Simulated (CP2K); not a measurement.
SiSe:

```
Si Se
1.0
     3.59520    0.00000    0.00000
    -1.79760    3.11353    0.00000
     0.00000    0.00000    3.59873
Si Se
1 1
Direct
  0.66667 0.33333 0.50000
  0.00000 0.00000 0.00000
```

The cell was built by a generator and needn't be a form met in nature.

Program: CP2K 2026.2. Alike in all runs: task band structure; potentials or basis POTENTIAL_UZH Si GTH-PBE-q4, Se GTH-PBE-q6; TZVP-MOLOPT-PBE-GTH basis; no spin polarisation; cell as given; k mesh 9 × 9 × 7; smearing fermi-dirac 0.05 eV.

Order these runs on this cell by their pressure, lowest first.
A. level BLYP
B. level LDA
C. level PW91

B (-1.4 GPa), C (1.4 GPa), A (7.0 GPa).

Caveats: the potentials were made for another functional, which shifts forces and pressure; the basis of atomic orbitals isn't converged, which shifts pressures, moduli and gaps.
